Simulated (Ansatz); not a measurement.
# Hf: the cost of one run

Method: DFT PBEsol, scalar-relativistic, plane waves, PAW, in Ansatz 0.2.0.

## Step 1: The structure to begin with

Symmetry: Pm-3m, No. 221, cubic system. Conventional cell: a = 2.857 Å, b = 2.857 Å, c = 2.857 Å, α = 90.00°, β = 90.00°, γ = 90.00°. Around Hf (site symmetry m-3m) lie 6 Hf at 2.86 Å.

Structure file:

```
CELL_PARAMETERS angstrom
2.85664 0.00000 0.00000
0.00000 2.85664 0.00000
0.00000 0.00000 2.85664
ATOMIC_POSITIONS crystal
Hf 0.00000 0.00000 0.00000
```

This is candidate A: simple cubic type (Pm-3m, No. 221).

(A quick probe on a coarse mesh, which set the mesh and smearing, is not shown.)

## Step 3: Full relaxation (candidate A)

File input.yaml:

```yaml
crystal:
  lattice:
    - [2.8566409408, 0.0, 0.0]
    - [0.0, 2.8566409408, 0.0]
    - [0.0, 0.0, 2.8566409408]
  atoms:
    - { symbol: Hf, position: [0.0, 0.0, 0.0] }
basis:
  ecutwfc: 420
kpoints:
  mp_grid: { grid: [20, 20, 20] }
hamiltonian:
  xc: pbesol
scf:
  occupations: { method: gaussian, width: 0.1 }
output:
  forces: true
  stress: true
  eigenvalues: true
relax:
  adjacent_minimum: "off"
  f_tol: 0.01
  max_steps: 80
  cell: { stress_tol: 0.05 }
```

**Question.** How long does this run take on 1 thread of an x86-64 CPU, shared host, and how much memory does it need?

About 29 s, with a peak of 0.54 GiB.
